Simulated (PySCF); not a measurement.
Molecule: CClH3, in a box.

```xyz
5
Lattice="12.0000 0.0000 0.0000 0.0000 11.0000 0.0000 0.0000 0.0000 11.0000" Properties=species:S:1:pos:R:3 pbc="T T T"
C     5.5974    5.3788    5.5230
Cl    7.1877    5.0781    4.7992
H     5.4335    4.6535    6.3164
H     4.8383    5.2717    4.7516
H     5.5845    6.3885    5.9268
```

Program: PySCF 2.14.0. Alike in all runs: task atomic charges; potentials or basis def2-svp (all-electron); no spin polarisation; cell as given; k mesh 1 × 1 × 1; smearing fixed.

Order these runs on this cell by their band gap on the k mesh, lowest first.
A. level SCAN0; exxdiv ewald
B. level PBEsol0; exxdiv ewald
C. level HCTH407+D3(BJ); three-body dispersion term no

C (7.07 eV), B (9.65 eV), A (10.18 eV).

Caveats: this is a molecule in a periodic box at the Γ point, so its band gap is the HOMO-LUMO gap; the basis of atomic orbitals isn't converged, which shifts pressures, moduli and gaps.

